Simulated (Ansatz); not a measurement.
# The gallium atom (doublet): from Hartree-Fock to the top rungs, 6-31G

How much of the correlation energy of the gallium atom (doublet) does each wave-function method recover here?

Method: 6-31G, correlated electrons: outside noble gas; program: Ansatz 0.2.0, Gaussian basis.

To be run: UHF; CCSD(T) on ROHF; Full CI.

## 1. The atom

A free atom, in its lowest state of this spin that the program finds. No spin-orbit coupling is included. The filled d shell of Ga may be among the frozen orbitals whatever the setting's name suggests; the logs give the count.

1 atom, charge 0, spin multiplicity 2.

In the tables R marks a restricted open-shell determinant and U an unrestricted one; correlation energies count from the lowest restricted Hartree-Fock solution.

## 2. UHF

File in.yaml:

```yaml
crystal:
  periodic: [false, false, false]
  atoms:
    - {symbol: Ga, position_ang: [0.000000, 0.000000, 0.000000]}
basis:
  gaussian: {orbitals: 6-31G}
magnetization: {spin_polarized: true, initial_magnetization: 1}
hamiltonian: {xc: hf}
output: {orbitals: {seedname: orbitals}}
```

On the command line:

```bash
ansatz run in.yaml --threads 1 --pin off --events-out ev --progress --plain --max-ram 2393MiB
```

After this run come: CCSD(T) on ROHF; Full CI.

Before running them: what should the planned runs give, taken together? Wanted: correlation energy, FCI; RMP2 from FCI; RCCSD from FCI; RCCSD(T) from FCI; T1 diagnostic; effectively unpaired electrons.

As calculated:

| quantity | value |
| --- | --- |
| correlation energy, FCI | -0.7988 eV |
| RMP2 from FCI | +300.9 meV |
| RCCSD from FCI | +3.1 meV |
| RCCSD(T) from FCI | +0.8 meV |
| levels of the table within 1 kcal/mol (43 meV) | RCCSD, RCCSD(T) |
| T1 diagnostic | 0.009 |
| effectively unpaired electrons | 1.03 |

What this shows: RCCSD(T) lands +0.8 meV from the yardstick (0.1 % of the correlation energy). One determinant dominates. These misses are within one basis, not against nature; the frozen cores of restricted and unrestricted runs differ, which can shift their rows.
